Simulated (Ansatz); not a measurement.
# CdF (charge +1): rigid scan of one bond length

A script is to give a rigid scan of one bond length; the system is CdF (charge +1).

Computed with Ansatz 0.2.0 through its Python package. Level of theory: r2SCAN+D4/def2-SVP.

## Step 1: Starting point

Bond lengths: Cd1–F2 2.115 Å.

cdf.xyz, read by the script:

```xyz
2

Cd    0.00000    0.00000    0.00000
F     0.00000    0.00000    2.11500
```

## Step 2: The code

scan.py reads:

```python
"""Potential curve of CdF(+) along one bond."""

import ansatz as az
import numpy as np


def main() -> None:
    molecule = az.Crystal.molecule_from_extxyz("cdf.xyz")

    symbols = [site.symbol for site in molecule.cartesian_sites]
    start = np.array([site.position_ang for site in molecule.cartesian_sites])
    axis = (start[1] - start[0]) / np.linalg.norm(start[1] - start[0])
    moving = [1]
    lengths, energies = [1.8, 1.95, 2.12, 2.33, 2.64, 3.17, 3.81, 4.65], []
    for length in lengths:
        xyz = start.copy()
        xyz[moving] += (length - np.linalg.norm(start[1] - start[0])) * axis
        point = az.Crystal.molecule()
        for symbol, place in zip(symbols, xyz):
            point = point.atom(symbol, place.tolist())
        calculation = (
            point.calculation()
            .basis(gaussian="def2-SVP")
            .functional("r2SCAN", dispersion="d4")
            .charge(1)
            .accuracy("medium")
            .scf(lower_state_search="off")
        )
        summary = calculation.run(threads=1).report
        energies.append(summary["free_energy_ev"])
        print(f"r = {length:6.3f} A  E = {energies[-1]:.5f} eV  <S^2> = {abs(summary['mean_field']['state']['spin_squared']):.3f}")

    print("energy above the lowest point (eV):", [round(e - min(energies), 3) for e in energies])


if __name__ == "__main__":
    main()
```

## Step 3: What the engine is handed

The engine receives this input (first run):

```yaml
crystal:
  periodic: [false, false, false]
  atoms:
    - { symbol: Cd, position_ang: [0.0, 0.0, 0.0] }
    - { symbol: F, position_ang: [0.0, 0.0, 1.8] }
accuracy: medium
basis:
  gaussian:
    orbitals: def2-SVP
hamiltonian:
  xc: r2scan
  dispersion: d4
total_charge: 1.0
scf:
  lower_state_search: "off"
```

## Step 4: The run

Command:

```sh
python scan.py
```

**Question.** Where along the scan is the Cd-F distance of lowest energy, and how steep are the two sides?

The runs gave:

| quantity | value |
| --- | --- |
| runs compared | 8 |
| range of energy | 4.253 eV |
| lowest point, distance (Å) | 1.95 |

In words: The lowest point is at 1.950 Å. At the shortest distance (1.80 Å) the energy is 0.17 eV higher, at the longest (4.65 Å) 4.25 eV. What to keep in mind:
- The basis set is modest, and single-reference methods fail as a bond breaks.
- def2 sets replace the cores of elements past krypton by effective core potentials.
- The orbitals are restricted, so S² is zero by construction.
- Toward dissociation an unrestricted state lies under the restricted one, by 1 to 2 eV or more.
- The spin state was assumed, and another may lie lower.
